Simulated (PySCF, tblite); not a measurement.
# CH4FGeN, a complex of two parts: NMR shifts, interaction energy, infrared bands, spin-spin couplings and core binding energies

The task here is to estimate one member of a computed series from the others.

Programs: tblite 0.8.0 and PySCF 2.14.0. All values are calculated, for the isolated system unless a continuum is named. Atoms count from 0, parts from 1.

## The system as given

8 atoms, charge 0, multiplicity 1; geometry: rigid parts in contact. Parts: 1 = atoms 0–4, `[F][GeH3]`, charge 0; 2 = atoms 5–7, `C#N`, charge 0.

Set-up of the first run:

Job settings and geometry (Å):

```
{"job": {"kind": "dock", "xc": "GFN2-xTB", "basis": "xTB"}, "charge": 0, "multiplicity": 1, "parts": [{"atoms": "0-4", "charge": 0, "multiplicity": 1}, {"atoms": "5-7", "charge": 0, "multiplicity": 1}]}
Ge    -0.137012     0.018441    -0.014812
F      1.572456    -0.212378     0.167780
H     -0.636662     0.030835     1.392164
H     -0.236291     1.327850    -0.725510
H     -0.562492    -1.164748    -0.819623
C     -2.776876     1.173893     3.498778
N     -2.625209     0.463066     2.623603
H     -2.917870     1.835355     4.312963
```

With the program's defaults for keys left out, this is: GFN2-xTB search for minima from random contacts, gas phase.

Launch:

```sh
$ OMP_NUM_THREADS=1 python cluster_run.py task.json out
```

This one command runs all jobs of the session in turn.

Among the steps run: Bringing the parts together with GFN2-xTB; Geometry optimisation at PBE0-D3(BJ)/def2-TZVPD; Nuclear shieldings: PBE0/pcSseg-2; Coupled-cluster interaction energy: CCSD(T) and MP2.

One of the session's tables, all rows but one given; the rest of the session is left out.

It belongs to the step «Coupled-cluster interaction energy: CCSD(T) and MP2». 

| method | interaction energy (kcal/mol) |
| --- | --- |
| HF/aug-cc-pVDZ | -2.18 |
| MP2/aug-cc-pVDZ | -4.23 |
| CCSD/aug-cc-pVDZ | -3.67 |
| CCSD(T)/aug-cc-pVDZ | -3.92 |
| HF/aug-cc-pVQZ | -2.25 |
| MP2/aug-cc-pVQZ | -4.67 |
| SCS-MP2/aug-cc-pVQZ | -4.07 |
| MP2, extrapolated | -4.76 |
| CCSD(T), limit estimate | ? |

Q: Estimate the row for CCSD(T), limit estimate from the others.

As computed: interaction energy (kcal/mol): -4.45. In the column «interaction energy (kcal/mol)» it lies between MP2/aug-cc-pVQZ (-4.67) and MP2/aug-cc-pVDZ (-4.23).

Caveats from the session: The interaction energy leaves out the deformation of the parts, 0.33 kcal/mol (MP2); added to the CCSD(T) estimate it gives a binding of about -4.13 kcal/mol.
